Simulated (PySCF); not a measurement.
# C4H5F3O: geometry, NMR shifts, spin-spin couplings, electronic excitations and core binding energies

What NMR shifts, spin-spin couplings, electronic excitations and core binding energies should C4H5F3O (`CCC(=O)C(F)(F)F`) show?

Computed with PySCF 2.14.0, with density-fitted response routines of our own, on a single molecule in the gas phase. Atoms count from 0, in the outputs and in this text.

## (1) Starting geometry

13 atoms, charge 0, multiplicity 1; geometry from: GFN2-xTB.

Bonds of the start (Å): C0–C1 1.52, C1–C2 1.50, C2–O3 1.19, C2–C4 1.56, C4–F5 1.33, C4–F6 1.34, C4–F7 1.34, C0–H8 1.09, C0–H9 1.09, C0–H10 1.09, C1–H11 1.09, C1–H12 1.09.

## (2) Geometry optimisation at PBE0-D3(BJ)/def2-SVP

The job: settings as JSON, then the geometry in Å.

```
{"job": {"xc": "PBE0", "basis": "def2-SVP", "d3": "d3bj", "grid": 1, "kind": "geom"}, "charge": 0, "multiplicity": 1}
C     -1.888257     0.098532    -0.308567
C     -0.598973    -0.251580     0.420978
C      0.603264     0.325433    -0.255225
O      0.630686     0.990536    -1.246743
C      1.930508    -0.033347     0.489137
F      3.007900     0.472506    -0.101142
F      2.094902    -1.365401     0.562964
F      1.909806     0.420115     1.754339
H     -1.859933    -0.280776    -1.326386
H     -2.015574     1.176713    -0.352367
H     -2.739819    -0.336219     0.206221
H     -0.616072     0.119814     1.450332
H     -0.462827    -1.335839     0.481117
```

**Question.** This job is followed by: GIAO PBE0/pcSseg-1 NMR shielding, non-relativistic, gas phase; B3LYP/pcJ-1 indirect spin-spin coupling, non-relativistic, gas phase; TDDFT wB97X-D/def2-SVPD, vertical, gas phase, core orbitals frozen in the response; GIAO CAM-B3LYP/pcSseg-2 NMR shielding, non-relativistic, gas phase; delta-SCF UKS SCAN, pcX-2 on the ionised atom, pcseg-1 elsewhere, spin-free X2C. Predict these results of the whole session: point group; rotational constants (main isotopes); ¹³C shifts against TMS (PBE0/pcSseg-1); ¹H shifts against TMS (PBE0/pcSseg-1, means over atoms taken as alike); ¹⁷O shifts against H2O (PBE0/pcSseg-1); ¹⁹F shifts against CFCl3 (PBE0/pcSseg-1, means over atoms taken as alike); largest coupling of the table (B3LYP/pcJ-1); lowest singlet (wB97X-D/def2-SVPD); brightest single state of those computed; lowest triplet; vertical ionisation energy (ΔSCF); C1s binding energies, SCAN/pcX-2; O1s binding energies, SCAN/pcX-2; F1s binding energies, SCAN/pcX-2; range of the shift of F5.

The runs gave:

| quantity | value |
| --- | --- |
| point group | C1 |
| rotational constants (main isotopes) | 3.53, 1.42, 1.25 GHz |
| ¹³C shifts against TMS (PBE0/pcSseg-1) | 199.7, 120.8, 31.8, 7.3 ppm |
| ¹H shifts against TMS (PBE0/pcSseg-1, means over atoms taken as alike) | 2.65, 1.12 ppm |
| ¹⁷O shifts against H2O (PBE0/pcSseg-1) | 669.9 ppm |
| ¹⁹F shifts against CFCl3 (PBE0/pcSseg-1, means over atoms taken as alike) | -94.3 ppm |
| largest coupling of the table (B3LYP/pcJ-1) | ¹J(C,F) C4–F5, -358.0 Hz |
| lowest singlet (wB97X-D/def2-SVPD) | 4.39 eV (282 nm), f = 0.000 |
| brightest single state of those computed | state 8, 9.44 eV, f = 0.077 |
| lowest triplet | 3.81 eV |
| vertical ionisation energy (ΔSCF) | 10.71 eV |
| C1s binding energies, SCAN/pcX-2 | C4 298.50, C2 294.40, C1 291.75, C0 291.26 eV |
| O1s binding energies, SCAN/pcX-2 | O3 538.86 eV |
| F1s binding energies, SCAN/pcX-2 | F5 694.45 eV |
| range of the shift of F5 | -94.3 to -80.9 ppm |

The most deshielded carbon is C2 (ketone carbonyl carbon), at 199.7 ppm: low-lying n→π* states of the double bond to the heteroatom give a large paramagnetic term (-267 ppm). H11, H12 (mean) (hydrogen on an sp3 CH2 α to a carbonyl) lies farthest downfield among hydrogen, at 2.65 ppm; α to C=O. In the run at B3LYP/pcJ-1, the largest coupling of the table is C4–F5 (mean over like pairs), -358.0 Hz, of which the Fermi-contact term gives -331.3 Hz. Couplings across rotatable bonds belong to this one conformer; where others are populated, the observed values are averages. Density functionals describe couplings to fluorine poorly, F–F couplings above all, so those rows are rough. The lowest singlet, at 4.39 eV, is HOMO→LUMO 0.98 and is dark; of the 10 states computed, the strongest absorption comes from state 8 at 9.44 eV (the last state computed is bright too, and its partners may lie past the list). The lowest triplet lies 0.58 eV below the lowest singlet (triplets in Tamm-Dancoff, singlets in full TDDFT). The orbital energy would give 10.29 eV for ionisation, ΔSCF gives 10.71 eV. C4 (CF3 carbon) binds its C1s electron 7.24 eV more tightly than C0 (methyl carbon). In ppm, F5 (with its like atoms) moves most: its shift spreads over 13.4 ppm, from -94.3 (PBE0/pcSseg-1) to -80.9 (CAM-B3LYP/pcSseg-2). Part of that comes from the computed reference.
